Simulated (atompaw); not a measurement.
# A PAW (atompaw) potential for thallium, from input to tests

Aim: build the potential from the settings below, then test how well it stands in for the atom: scattering, ghost states and the plane-wave cutoff that it needs.

Program: atompaw 4.2.0.5. Reference atom: PBEsol, scalar-relativistic, spherical and spin-unpolarised. All values are calculated.

**1. Starting point**

Typed settings, in words:

| Item | Value |
| --- | --- |
| element | thallium (Tl, Z = 81) |
| type | PAW |
| frozen core | [Xe] 4f14 5d10 |
| valence charge | 3 |
| reference configuration | 6s2 6p1 |
| partial waves | 6s (bound): rc 2.50 bohr; 6s channel at -0.3 Ry: rc 2.50 bohr; 6p (bound): rc 2.60 bohr; 6p channel at 0.95 Ry: rc 2.60 bohr |
| local potential | bessel scheme, radius 2.40 bohr |
| core correction | smooth core density matched at 1.75 bohr |
| augmentation charge | besselshape compensation charge, radius 2.10 bohr; PAW radius 2.60 bohr; waves and projectors: custom rrkj vanderbiltortho |

An earlier all-electron run gives the scale for the radii.

All-electron outer shells of the reference configuration (PBEsol, scalar-relativistic, ld1.x):

```csv
shell,level (eV),outermost node (bohr),outermost maximum (bohr)
5p,-76.09,0.50,0.90
5d,-15.48,0.53,1.11
6s,-9.60,1.04,2.08
6p,-2.36,1.23,2.91
```

**2. The generation run**

File Tl.input:

```
Tl 81
GGA-PBESOL scalarrelativistic loggrid 2001 logderivrange -3 5 201
6 6 5 4 0 0
6 1 1
0 0 0
c
c
c
c
c
v
c
c
c
c
v
c
c
c
c
1
2.60 2.10 2.40 1.75
y
-0.3
n
y
0.95
n
custom rrkj vanderbiltortho besselshape
bessel
2.50
2.50
2.60
2.60
PWSCFOUT
UPFDX 0.0125d0 UPFXMIN -7.d0 UPFZMESH 81.d0
END
```

On the command line:

```sh
$ atompaw < Tl.input > Tl.log
```

**Question.** What will these runs give? Wanted: cutoffs for 10 and 1 mRy, occupied levels; bound ghosts; largest phase difference near zero energy, channels read; lowest eigenvalue of the overlap; share of valence orbitals outside the PAW sphere; UPF file.

The runs gave:

| quantity | value |
| --- | --- |
| cutoffs for 10 and 1 mRy, occupied levels | 6 Ry or less and 6 Ry or less |
| bound ghosts | none found |
| largest phase difference near zero energy, channels read | 0.000 rad |
| lowest eigenvalue of the overlap (Bessel basis) | 0.352 (s) |
| share of valence orbitals outside the PAW sphere | 6s 38 %, 6p 77 % |
| UPF file | written |

**Reading.** By its cutoff, 6 Ry or less for the looser tolerance, it is soft on the atom at that tolerance. The Bessel-basis test finds no level below the valence levels. Near zero energy the phases of the channels with partial waves agree within 0.001 rad. These are tests on the free atom; a crystal test is still owed.
